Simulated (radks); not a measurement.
# Xe in [Xe]: an all-electron calculation

The task here is to estimate one member of a computed series from the others.

Program: radks (a radial shooting solver on a logarithmic mesh, Libxc functionals) version 1. Level of theory: scalar-relativistic Kohn-Sham, r2SCAN, spin-polarised, spherical densities, finite nucleus. These are calculated values, not measurements, unless marked.

## The system

- element: xenon (Z = 54)
- charge: 0
- electrons: 54
- configuration: [Xe]
- nuclear rms radius: 4.7859 fm

The outer shells:

Xe
```
[Kr] core
4d [↑↓][↑↓][↑↓][↑↓][↑↓]
5s [↑↓]
5p [↑↓][↑↓][↑↓]
```

The first run:

Settings of this run:

```text
Z 54
configuration [Xe]
relativity scalar-relativistic
functional r2scan,r2scan
spin polarised
nucleus finite rms 4.7859 fm
c 137.035999084
```

Launch:

```sh
$ python run_ks.py task.json out
```

This one command runs every case of the session in turn.

Among the steps run: Self-consistent calculation.

One of the session's tables, all rows but one given; the rest of the session is left out.

It belongs to the step «Orbitals and density». From the orbitals of this run (lengths in bohr):

| level | <r> | outermost maximum (interpolated) | 90 % within | nodes |
| --- | --- | --- | --- | --- |
| 1s | 0.02666 | 0.0172 | 0.0480 | 0 |
| 2s | 0.1146 | 0.0969 | 0.177 | 1 |
| 2p | 0.1003 | 0.0778 | 0.163 | 0 |
| 3s | 0.3057 | 0.279 | 0.449 | 2 |
| 3p | 0.3040 | 0.273 | 0.456 | 1 |
| 3d | 0.2809 | 0.226 | 0.440 | 0 |
| 4s | 0.7175 | 0.662 | 1.03 | 3 |
| 4p | 0.7653 | 0.694 | 1.12 | 2 |
| 4d | ? | ? | ? | ? |
| 5s | 1.878 | 1.63 | 2.75 | 4 |
| 5p | 2.303 | 1.91 | 3.45 | 3 |

**Question.** Estimate the row for 4d.

**Answer.** <r>: 0.8770; outermost maximum (interpolated): 0.748; 90 % within: 1.33; nodes: 1. In the column «<r>» it lies between 4p (0.7653) and 5s (1.878).
